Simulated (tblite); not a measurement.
# C5H9FGeS: the cost of one run

Programs: tblite 0.8.0 and PySCF 2.14.0, with density-fitted response routines of our own. Each step states its level of theory. These are calculated values for one molecule in the gas phase, unless marked as measured. Atoms are numbered from 0 throughout.

**1. The molecule as given**

17 atoms, charge 0, multiplicity 1; geometry from: force field or distance geometry start.

Bonds of the start (Å): F0–C1 1.38, C1–Ge2 1.94, Ge2–C3 1.92, C3–C4 1.46, C4–C5 1.32, C5–S6 1.76, S6–C7 1.78, C7–Ge2 1.94, C1–H8 1.11, C1–H9 1.07, Ge2–H10 1.55, C3–H11 1.12, C3–H12 1.09, C4–H13 1.10, C5–H14 1.11, C7–H15 1.13, C7–H16 1.13.

**2. Relaxing the molecule with GFN2-xTB**

Job settings and geometry (Å):

```
{"job": {"kind": "relax", "xc": "GFN2-xTB", "basis": "xTB"}, "charge": 0, "multiplicity": 1}
F     -3.128300    -0.718800    -0.900200
C     -1.951000    -0.014300    -1.053900
Ge    -0.740200    -0.599000     0.349400
C      1.005900    -1.094300    -0.272500
C      1.800500     0.001500    -0.823700
C      1.894100     1.129000    -0.150000
S      1.159700     1.464200     1.410900
C     -0.436500     0.745000     1.714500
H     -2.193600     1.054400    -0.867900
H     -1.588700    -0.167100    -2.051900
H     -1.376300    -1.848000     1.018400
H      1.558900    -1.501400     0.617600
H      0.858800    -1.850200    -1.047400
H      2.279200    -0.165300    -1.799400
H      2.500500     1.933100    -0.611600
H     -1.289600     1.481700     1.780400
H     -0.360400     0.161600     2.677600
```

The run is started by

```
$ OMP_NUM_THREADS=1 python probes_run.py task.json out
```

The driver reads the jobs from task.json and runs them one after another.

Q: Estimate the wall time and peak memory of this first job on 1 thread of Arm Neoverse V1, shared host.

About 1.4 s, with a peak of 0.24 GiB.
